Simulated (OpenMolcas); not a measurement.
**Os⁵⁺ among point charges: CASSCF and CASPT2 levels and susceptibility**

Aim: the splitting of the states of Os⁵⁺ in the field of 6 point charges, its lowest levels with spin-orbit coupling and its magnetic susceptibility.

The numbers are computed with OpenMolcas 26.06 (state-averaged CASSCF and CASPT2, spin-orbit coupling by RASSI with atomic mean-field integrals), except any that are marked as measured or tabulated.

## (1) Starting point

```
Species                           : Os⁵⁺ (osmium, Z = 76, 71 electrons)
Basis                             : ANO-RCC-VDZP [7s6p4d2f1g], 68 functions
Scalar Hamiltonian                : DKH2, point nucleus
Inactive shells                   : 1s 2s 2p 3s 3p 3d 4s 4p 4d 4f 5s 5p
Active space                      : 3 electrons in 5 orbitals (5d)
Some configurations of this space : 5d³
Orbitals                          : optimised for each spin and parity, averaged over all roots
```

Outer shells as boxes (Hund's rule):

5d3
```
5d [↑ ][↑ ][↑ ][  ][  ]
```

The ion sits among 6 point charges of -1.7 e arranged as an octahedron (Oh), 1.84 Å from the ion.

Each step is its own input file, run in one work folder so that later steps find the files of earlier ones. Labels, J, g values, rates, χT and fits are worked out afterwards by a script from the matrices that RASSI stores. The input lists half of the charges; inversion (Group=XYZ) makes the rest.

## (2) One- and two-electron integrals

Contents of a.inp:

```
&GATEWAY
Coord
1

Os 0.0 0.0 0.0
Basis=ANO-RCC-VDZP
Group=XYZ
NoMove
AngMom=0.0 0.0 0.0
AMFI
XField
3 Angstrom 0
1.840000 0.000000 0.000000 -1.700000
0.000000 1.840000 0.000000 -1.700000
0.000000 0.000000 1.840000 -1.700000
&SEWARD
```

Launch:

```bash
> OMP_NUM_THREADS=1 MOLCAS_MEM=1689 MOLCAS_PROJECT=a pymolcas a.inp > a.log
```

## (3) CASSCF: quartets of even parity, 10 roots

Contents of a.inp:

```
&RASSCF
FileOrb=start.orb
Symmetry=1
Spin=4
nActEl=3 0 0
Inactive=15 19
Ras2=5 0
CIRoot=10 10 1
SDav=10
CIMx=300
Iter=120 100
PrWF=0.3
OrbListing=Nothing
MaxOrb=0
>>> COPY $Project.JobIph JOB001
```

start.orb holds the contracted functions of the basis, ordered by shell, or the orbitals of the step before.

## (4) CASSCF: doublets of even parity, 40 roots

Contents of a.inp:

```
&RASSCF
FileOrb=start.orb
Symmetry=1
Spin=2
nActEl=3 0 0
Inactive=15 19
Ras2=5 0
CIRoot=40 40 1
SDav=40
CIMx=300
Iter=120 100
PrWF=0.3
OrbListing=Nothing
MaxOrb=0
>>> COPY $Project.JobIph JOB002
```

## (5) RASSI: spin-orbit coupling between the states

Contents of a.inp:

```
&RASSI
NrOfJobIphs=2 10 40
1 2 3 4 5 6 7 8 9 10
1 2 3 4 5 6 7 8 9 10 11 12 13 14 15 16 17 18 19 20 21 22 23 24 25 26 27
28 29 30 31 32 33 34 35 36 37 38 39 40
IphNames
JOB001
JOB002
EJob
SpinOrbit
DIPRint=1.0
SOCoupling=1000.0
Subsets=2
Property=9
'ANGMOM' 1 'ANGMOM' 2 'ANGMOM' 3 'MLTPL  1' 1 'MLTPL  1' 2 'MLTPL  1' 3
'AMFI' 1 'AMFI' 2 'AMFI' 3
SOProperty=3
'ANGMOM' 1 'ANGMOM' 2 'ANGMOM' 3
```

## (6) CASPT2: IPEA 0.25, imaginary shift 0.1 (closed shells correlated: 5s 5p)

Contents of a.inp:

```
>>> COPY JOB001 $Project.JobIph
&CASPT2
Multistate=10 1 2 3 4 5 6 7 8 9 10
NoMult
Frozen=14 16
IPEA=0.25
Imaginary=0.1
MaxIter=60
WThr=0.0 0.3 0.05
PrWF=0.5
NoMix
>>> COPY JOB002 $Project.JobIph
&CASPT2
Multistate=40 1 2 3 4 5 6 7 8 9 10 11 12 13 14 15 16 17 18 19 20 21 22
23 24 25 26 27 28 29 30 31 32 33 34 35 36 37 38 39 40
NoMult
Frozen=14 16
IPEA=0.25
Imaginary=0.1
MaxIter=60
WThr=0.0 0.3 0.05
PrWF=0.5
NoMix
```

(Steps that only read results are left out.)

Q: Predict the outcome of this session. Wanted: spin-free ground state; first state of the same spin within the active space; lowest level; next level.

**Answer**, as computed:

| quantity | value |
| --- | --- |
| method | SS-CASPT2, IPEA 0.25, imaginary shift 0.1 (closed shells correlated: 5s 5p) |
| spin-free ground state | 4A2, 1-fold in its orbital part |
| first state of the same spin within the active space | 4T2 at 12000 cm⁻¹ |
| lowest level | 4-fold Γ8 |
| next level | 9884.7 cm⁻¹ |
| χT at 300 K | 0.30 cm³ K/mol |
| effective moment at 300 K | 1.56 μB |

Cost by method:

```tsv
method	time of its own steps	time with the reference
A. CASSCF	12 s	12 s
B. SS-CASPT2, IPEA 0.25, imaginary shift 0.1, +5s 5p	5.7 s	17 s
```

Times are of one thread on a shared host.

The spin-free ground state (4A2) comes to 100 % from free-ion F terms and keeps the highest spin of the shell. χT at 300 K is 0.30, against 1.88 cm³ K/mol for the spin alone, so spin-orbit coupling lowers it. CASPT2 does not keep the components of a term degenerate, and the means are used. The field of point charges can differ much from that of real complexes. This is an electrostatic model: the charges have no orbitals.
